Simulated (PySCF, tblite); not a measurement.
**C5H9BF2O: infrared bands, NMR shifts and electronic excitations in gas and solvents, part 1 of 2**

Aim: compute the infrared bands, NMR shifts and electronic excitations of C5H9BF2O (`FC(F)OB1CCCC1`), and see what a dielectric continuum does where one was used.

Computed with tblite 0.8.0 and PySCF 2.14.0, with density-fitted response routines of our own, on a single molecule, in the gas phase or a continuum. Atoms count from 0, in the outputs and in this text.

## Step 1: Starting geometry

18 atoms, charge 0, multiplicity 1; geometry from: force field or distance geometry start.

Bonds of the start (Å): F0–C1 1.37, C1–F2 1.41, C1–O3 1.41, O3–B4 1.45, B4–C5 1.59, C5–C6 1.51, C6–C7 1.51, C7–C8 1.49, C8–B4 1.57, C1–H9 1.09, C5–H10 1.11, C5–H11 1.10, C6–H12 1.11, C6–H13 1.11, C7–H14 1.10, C7–H15 1.12, C8–H16 1.12, C8–H17 1.10.

## Step 2: Optimising the geometry with GFN2-xTB

What the job is given:

```
{"job": {"kind": "relax", "xc": "GFN2-xTB", "basis": "xTB"}, "charge": 0, "multiplicity": 1}
F      3.260000     1.167500     0.911800
C      2.714300     0.245500     0.050400
F      3.664600    -0.715200    -0.358000
O      1.658700    -0.426200     0.701800
B      0.509500    -0.223100    -0.157700
C     -0.537900    -1.323000    -0.640300
C     -1.759100    -0.790200     0.079000
C     -1.725200     0.706300    -0.131200
C     -0.298500     1.118100    -0.266300
H      2.289400     0.673000    -0.852800
H     -0.256200    -2.332300    -0.271600
H     -0.606300    -1.263200    -1.736100
H     -1.741900    -1.065400     1.156900
H     -2.637600    -1.289500    -0.374400
H     -2.250300     1.258400     0.662900
H     -2.205600     0.887900    -1.126700
H      0.025100     1.822000     0.544600
H     -0.111600     1.555900    -1.263100
```

Started as:

```console
$ OMP_NUM_THREADS=1 python probes_run.py task.json out
```

The driver reads the jobs from task.json and runs them one after another.

What it wrote:

```text
step      E/eV     max force
  0    -817.85939    2.689
  1    -818.28766    1.172
  2    -818.43353    0.895
  3    -818.54660    0.745
  4    -818.60775    0.621
  5    -818.65645    0.484
  6    -818.68959    0.658
  7    -818.72610    0.725
  8    -818.76384    0.584
  9    -818.80874    0.541
 10    -818.86228    0.572
 11    -818.92987    0.543
 12    -819.00346    0.532
 13    -819.05916    0.522
 14    -819.09836    0.413
 15    -819.12726    0.304
 16    -819.14466    0.255
 17    -819.16044    0.320
 18    -819.17519    0.293
 19    -819.18920    0.312
 20    -819.20265    0.273
 21    -819.21557    0.239
 22    -819.22638    0.257
 23    -819.23929    0.274
 24    -819.25109    0.248
 25    -819.26148    0.214
 26    -819.26969    0.214
 27    -819.27580    0.203
 28    -819.28100    0.250
 29    -819.28598    0.257
 30    -819.29315    0.209
 31    -819.29975    0.257
 32    -819.30724    0.221
 33    -819.31267    0.197
 34    -819.31643    0.179
 35    -819.31966    0.137
 36    -819.32345    0.153
 37    -819.32661    0.128
 38    -819.32843    0.091
 39    -819.32956    0.090
 40    -819.33072    0.097
 41    -819.33227    0.115
 42    -819.33471    0.105
 43    -819.33654    0.114
 44    -819.33927    0.138
 45    -819.34306    0.172
 46    -819.34749    0.143
 47    -819.35096    0.139
 48    -819.35305    0.127
 49    -819.35472    0.105
 50    -819.35687    0.099
 51    -819.35887    0.089
 52    -819.36033    0.082
 53    -819.36142    0.114
 54    -819.36239    0.090
 55    -819.36324    0.067
 56    -819.36383    0.059
 57    -819.36422    0.057
 58    -819.36468    0.057
 59    -819.36526    0.052
 60    -819.36574    0.041
 61    -819.36601    0.033
 62    -819.36617    0.029
 63    -819.36633    0.029
 64    -819.36652    0.033
 65    -819.36677    0.038
 66    -819.36705    0.043
 67    -819.36738    0.044
 68    -819.36776    0.053
 69    -819.36822    0.056
 70    -819.36878    0.064
 71    -819.36942    0.059
 72    -819.37009    0.056
 73    -819.37079    0.063
 74    -819.37155    0.061
 75    -819.37231    0.063
 76    -819.37290    0.047
 77    -819.37325    0.056
 78    -819.37345    0.028
 79    -819.37358    0.024
 80    -819.37370    0.024
 81    -819.37379    0.022
 82    -819.37390    0.023
 83    -819.37400    0.025
 84    -819.37408    0.022
 85    -819.37416    0.021
 86    -819.37426    0.021
 87    -819.37440    0.030
 88    -819.37455    0.030
 89    -819.37469    0.030
 90    -819.37481    0.027
 91    -819.37497    0.027
 92    -819.37520    0.045
 93    -819.37548    0.046
 94    -819.37571    0.037
 95    -819.37587    0.030
 96    -819.37600    0.032
 97    -819.37613    0.028
 98    -819.37622    0.019
 99    -819.37627    0.014
100    -819.37629    0.011
101    -819.37631    0.009
```

It took 1.1 s on 1 thread of Arm Neoverse N1, shared host; peak memory 0.18 GiB.

Relaxation path: (not every step is listed)

```
step  energy from step 0 (eV)  largest force (eV/Å)
   0                   0.0000                2.6890
   1                  -0.4283                1.1723
   2                  -0.5741                0.8950
   3                  -0.6872                0.7445
   4                  -0.7484                0.6208
   5                  -0.7971                0.4837
   6                  -0.8302                0.6583
   7                  -0.8667                0.7248
   8                  -0.9044                0.5835
  16                  -1.2853                0.2547
  24                  -1.3917                0.2482
  32                  -1.4479                0.2211
  40                  -1.4713                0.0969
  48                  -1.4937                0.1272
  56                  -1.5044                0.0586
  64                  -1.5071                0.0326
  72                  -1.5107                0.0557
  80                  -1.5143                0.0243
  88                  -1.5152                0.0304
  96                  -1.5166                0.0320
  97                  -1.5167                0.0285
  98                  -1.5168                0.0193
  99                  -1.5169                0.0142
 100                  -1.5169                0.0108
 101                  -1.5169                0.0090
```

Distances of close pairs at the start and the end, largest changes first:

```
  bond  before (Å)  after (Å)  change (Å)
 O3–B4       1.449      1.354      -0.095
 C1–O3       1.411      1.342      -0.068
 C1–F2       1.412      1.346      -0.066
 C7–C8       1.491      1.538      +0.047
C7–H15       1.120      1.091      -0.029
C8–H16       1.121      1.093      -0.028
 C5–C6       1.514      1.539      +0.024
C5–H10       1.111      1.088      -0.023
```

The end geometry stands in the next job.

## Step 3: Infrared spectrum with GFN2-xTB

What the job is given:

```
{"job": {"kind": "ir", "xc": "GFN2-xTB", "basis": "xTB"}, "charge": 0, "multiplicity": 1}
F      2.755682     0.991913     0.909443
C      2.797772     0.323218    -0.269060
F      3.991887    -0.297139    -0.293555
O      1.825512    -0.597543    -0.363300
B      0.500439    -0.342605    -0.248634
C     -0.611953    -1.460921    -0.390350
C     -1.895378    -0.750167     0.073323
C     -1.707866     0.723043    -0.299303
C     -0.234903     1.041123     0.010679
H      2.790349     1.079005    -1.077824
H     -0.433136    -2.381750     0.161533
H     -0.711127    -1.748316    -1.439521
H     -1.983757    -0.838783     1.157009
H     -2.794241    -1.171401    -0.375728
H     -2.399850     1.370246     0.238721
H     -1.886345     0.850926    -1.368470
H     -0.135645     1.316571     1.063903
H      0.123800     1.898898    -0.559561
```

What it wrote:

```text
mode    cm-1     km/mol
  1      22.3      1.99
  2      74.3      1.19
  3     101.0      1.00
  4     142.2      2.24
  5     226.3      0.03
  6     304.4      4.23
  7     329.8      0.78
  8     347.1      0.51
  9     480.5     12.32
 10     557.8      6.88
 11     562.1      6.15
 12     606.5     18.71
 13     696.4     19.80
 14     775.9      5.83
 15     822.1     54.66
 16     886.7     23.91
 17     929.8      1.85
 18     953.1      1.60
 19     996.9    180.42
 20    1009.3     14.49
 21    1044.4    165.89
 22    1052.4     26.33
 23    1090.3     76.04
 24    1101.7     44.90
 25    1116.2    220.56
 26    1144.6     72.14
 27    1199.1      0.63
 28    1206.9      0.36
 29    1243.9    208.89
 30    1257.4      5.01
 31    1265.6     31.58
 32    1281.6    157.06
 33    1314.8      8.71
 34    1316.4    185.47
 35    1330.7     94.74
 36    1457.0      7.79
 37    1459.8     16.03
 38    1492.2      1.07
 39    1502.0      0.11
 40    2845.3     50.16
 41    2960.0      6.74
 42    2967.3     10.23
 43    2976.0      6.17
 44    2990.4     68.98
 45    2993.1     77.97
 46    2999.2     43.53
 47    3004.9     66.59
 48    3019.8     35.05
```

Run time: 0.97 s. Hardware: 1 thread of Arm Neoverse N1, shared host; peak memory 0.18 GiB.

The strongest bands and the atoms that carry them (share of the mass-weighted mode):

```
cm⁻¹  km/mol                                 atoms
 997   180.4                      C1 60 %, F0 31 %
1044   165.9                      C1 47 %, F2 26 %
1116   220.6                               B4 53 %
1244   208.9             H9 19 %, B4 17 %, O3 15 %
1282   157.1                               H9 68 %
1316   185.5   B4 24 %, H12 20 %, H9 14 %, O3 11 %
1331    94.7  H15 20 %, H12 16 %, B4 13 %, C7 11 %
2993    78.0          H17 46 %, H12 17 %, H14 11 %
```

## Step 4: Geometry optimisation at PBE0-D3(BJ)/def2-SVP

What the job is given:

```
{"job": {"xc": "PBE0", "basis": "def2-SVP", "d3": "d3bj", "grid": 1, "shake": 0.01, "kind": "geom"}, "charge": 0, "multiplicity": 1}
F      2.776090     0.966360     0.913620
C      2.792090     0.318690    -0.271220
F      3.971690    -0.299460    -0.302210
O      1.858740    -0.595290    -0.366830
B      0.497630    -0.349290    -0.259190
C     -0.615860    -1.456100    -0.392740
C     -1.885800    -0.752170     0.073570
C     -1.692410     0.728490    -0.304360
C     -0.236730     1.046530     0.030030
H      2.787650     1.076570    -1.067800
H     -0.442000    -2.384670     0.170360
H     -0.705320    -1.747400    -1.432820
H     -2.012040    -0.828570     1.147410
H     -2.810930    -1.168640    -0.368720
H     -2.404300     1.359480     0.238980
H     -1.886870     0.864980    -1.361000
H     -0.133710     1.327690     1.061850
H      0.114540     1.904740    -0.553740
```

What it wrote:

```text
step   0  E = -494.88131443  max force = 0.045078
step   1  E = -494.88729911  max force = 0.016989
step   2  E = -494.88787106  max force = 0.005729
step   3  E = -494.88809056  max force = 0.001797
step   4  E = -494.88817298  max force = 0.000972
step   5  E = -494.88821557  max force = 0.001688
step   6  E = -494.88825051  max force = 0.002248
step   7  E = -494.88827633  max force = 0.001390
step   8  E = -494.88831073  max force = 0.001401
step   9  E = -494.88833628  max force = 0.002374
step  10  E = -494.88832430  max force = 0.003036
step  11  E = -494.88837430  max force = 0.001583
step  12  E = -494.88839843  max force = 0.001184
step  13  E = -494.88841055  max force = 0.001199
step  14  E = -494.88842588  max force = 0.000572
step  15  E = -494.88842901  max force = 0.000254
optimisation converged
```

Wall time 6.1 min (1 thread of Arm Neoverse N1, shared host); peak memory 0.8 GiB.

The steps of the relaxation:

```
step  energy from step 0 (eV)  largest force component (eV/Å)
   0                   0.0000                          2.3180
   1                  -0.1629                          0.8736
   2                  -0.1784                          0.2946
   3                  -0.1844                          0.0924
   4                  -0.1866                          0.0500
   5                  -0.1878                          0.0868
   6                  -0.1887                          0.1156
   7                  -0.1894                          0.0715
   8                  -0.1904                          0.0720
   9                  -0.1911                          0.1221
  10                  -0.1907                          0.1561
  11                  -0.1921                          0.0814
  12                  -0.1928                          0.0609
  13                  -0.1931                          0.0617
  14                  -0.1935                          0.0294
  15                  -0.1936                          0.0131
```

Distances of close pairs at the start and the end, largest changes first:

```
  bond  before (Å)  after (Å)  change (Å)
 C1–O3       1.310      1.361      +0.051
C8–H16       1.074      1.108      +0.034
 B4–C8       1.604      1.578      -0.026
C5–H11       1.084      1.108      +0.025
C7–H15       1.083      1.104      +0.021
C6–H12       1.084      1.104      +0.020
 O3–B4       1.387      1.369      -0.018
 C5–C6       1.525      1.537      +0.012
```

The next job starts from the end point, and lists it.

```
                         at the end point                value
  point group (found at 0.08 Å tolerance)                   C1
rotational constants (GHz, main isotopes)  3.918, 0.844, 0.758
                        dipole moment (D)                 2.10
```

## Step 5: Shielding tensors: PBE0/pcSseg-1

What the job is given:

```
{"job": {"kind": "nmr", "xc": "PBE0", "basis": "pcSseg-1"}, "charge": 0, "multiplicity": 1}
F      2.808901     0.402430     1.168206
C      2.774997    -0.093952    -0.082006
F      3.882421    -0.810697    -0.268099
O      1.705516    -0.923551    -0.220814
B      0.422368    -0.445230    -0.207541
C     -0.839769    -1.368449    -0.350122
C     -1.995894    -0.415666    -0.007964
C     -1.528741     0.975044    -0.457223
C     -0.044482     1.055487    -0.068354
H      2.762093     0.750470    -0.793332
H     -0.816955    -2.304894     0.227597
H     -0.890645    -1.669839    -1.415641
H     -2.151922    -0.409175     1.085234
H     -2.958177    -0.703624    -0.459584
H     -2.141063     1.786479    -0.033308
H     -1.622064     1.052365    -1.555048
H      0.059786     1.311226     1.004977
H      0.532917     1.820337    -0.612241
```

With the program's defaults for keys left out, this is: GIAO PBE0/pcSseg-1 NMR shielding, non-relativistic, gas phase.

What it wrote:

```text
coarse grid: 15360 points
cycle   1  E = -494.9611102890  dE =  1.311e+00  |g| = 9.229e-01  |ddm| = 3.630e+00
cycle   2  E = -494.8455175191  dE =  1.156e-01  |g| = 1.268e+00  |ddm| = 1.221e+00
cycle   3  E = -495.1170670499  dE = -2.715e-01  |g| = 5.767e-02  |ddm| = 7.107e-01
cycle   4  E = -495.1174062898  dE = -3.392e-04  |g| = 4.148e-02  |ddm| = 6.425e-02
cycle   5  E = -495.1177695636  dE = -3.633e-04  |g| = 8.688e-03  |ddm| = 3.252e-02
cycle   6  E = -495.1177814022  dE = -1.184e-05  |g| = 3.374e-03  |ddm| = 6.979e-03
cycle   7  E = -495.1177833282  dE = -1.926e-06  |g| = 4.196e-04  |ddm| = 2.043e-03
final grid: 150016 points
cycle   8  E = -495.1920045557  dE = -4.871e-05  |g| = 1.129e-02  |ddm| = 2.954e-02
cycle   9  E = -495.1919792143  dE =  2.534e-05  |g| = 1.609e-02  |ddm| = 1.832e-02
cycle  10  E = -495.1920316091  dE = -5.239e-05  |g| = 1.242e-03  |ddm| = 1.067e-02
cycle  11  E = -495.1920318928  dE = -2.837e-07  |g| = 3.045e-04  |ddm| = 9.735e-04
cycle  12  E = -495.1920319067  dE = -1.390e-08  |g| = 9.568e-05  |ddm| = 2.214e-04
cycle  13  E = -495.1920319080  dE = -1.285e-09  |g| = 2.293e-05  |ddm| = 6.536e-05
cycle  14  E = -495.1920319080  dE = -8.879e-11  |g| = 5.384e-06  |ddm| = 1.890e-05
converged SCF energy = -495.1920319080

GIAO shielding tensors (ppm)
atom      isotropic    diamagn.    paramagn.     s11        s22        s33       span
  0 F      259.525     474.353    -214.828    161.335    266.852    350.387    189.052
  1 C       64.669     240.076    -175.408     47.173     66.938     79.894     32.721
  2 F      277.617     465.435    -187.818    192.605    292.618    347.627    155.022
  3 O       99.770     393.026    -293.255      6.898     57.916    234.498    227.600
  4 B       37.642     192.590    -154.948    -18.303     47.957     83.271    101.574
  5 C      162.654     254.377     -91.723    151.817    163.601    172.546     20.729
  6 C      156.361     248.307     -91.946    137.577    160.500    171.006     33.429
  7 C      155.398     247.712     -92.315    135.024    160.580    170.589     35.565
  8 C      164.481     255.624     -91.143    151.981    164.041    177.419     25.437
  9 H       24.991      28.048      -3.057     21.532     25.379     28.063      6.531
 10 H       30.051      30.774      -0.722     25.598     28.301     36.255     10.657
 11 H       30.512      30.675      -0.163     26.006     28.682     36.849     10.843
 12 H       29.914      30.836      -0.922     25.553     28.010     36.178     10.626
 13 H       29.380      29.248       0.132     24.645     27.048     36.448     11.803
 14 H       29.322      29.641      -0.319     24.475     27.239     36.251     11.777
 15 H       29.934      30.754      -0.821     25.331     28.259     36.211     10.880
 16 H       30.531      32.218      -1.687     25.170     29.691     36.734     11.564
 17 H       30.256      32.267      -2.011     25.215     29.740     35.812     10.597
```

It took 58 s on 1 thread of Arm Neoverse N1, shared host; peak memory 0.89 GiB.

The references, computed at this level on geometries of the same kind, shield at (ppm): ¹H TMS 31.27, ¹³C TMS 184.4, ¹⁹F CFCl3 177.2, ¹⁷O H2O 334.6, ¹¹B BF3·OEt2 100.7. Their shielding less the atom's gives the shift. The references are single molecules in the gas phase, so shifts against H2O, NH3, PH3, H3PO4 or CFCl3 are not on the usual liquid scales and can be off by tens of ppm. Atoms listed in one row are averaged.

```
             atoms                                   environment  σ (ppm)  δ (ppm)  δ scaled to CDCl3
                C1                    sp3 CH bonded to 2 F and O     64.7    119.7              115.8
            C6, C7                             sp3 CH2 in a ring    155.9     28.5               27.2
            C5, C8                           sp3 CH2 bonded to B    163.6     20.8               19.7
                H9     hydrogen on an sp3 CH bonded to 2 F and O    24.99     6.28               6.16
H12, H13, H14, H15              hydrogen on an sp3 CH2 in a ring    29.64     1.63               1.76
H10, H11, H16, H17            hydrogen on an sp3 CH2 bonded to B    30.34     0.93               1.10
            F0, F2                       fluorine of a CF2 group    268.6    -91.3                  –
                O3                         oxygen bonded to C, B     99.8    234.8                  –
                B4  boron bonded to 2 C, O, in a 5-membered ring     37.6     63.1                  –
```

The scaled column applies a straight-line fit of computed shieldings to shifts measured in CDCl3, and one for carbons that bear F (root-mean-square error 0.21 ppm for H, 2.0 ppm for C).

The run also stored atomic charges by several schemes (e):

```
 atoms  Mulliken    IAO  Hirshfeld  ESP fit
F0, F2     -0.28  -0.29      -0.10    -0.22
    C1      0.71   0.62       0.21     0.59
    O3     -0.46  -0.36      -0.17    -0.52
    B4      0.61   0.41       0.23     0.65
C5, C8     -0.49  -0.43      -0.15    -0.33
C6, C7     -0.23  -0.24      -0.07    -0.02
```

Mayer bond orders: F0–C1 0.96, C1–F2 1.03, C1–O3 0.97, O3–B4 1.14, B4–C5 1.00, C5–C6 1.04, C6–C7 1.02, C7–C8 1.03, C8–B4 0.99.

Ring of atoms B4, C5, C6, C7, C8: NICS(0) -0.8, NICS(1) -2.9, NICS(1)zz -2.0 ppm (means of both faces).

(Continued in part 2 of 2.)
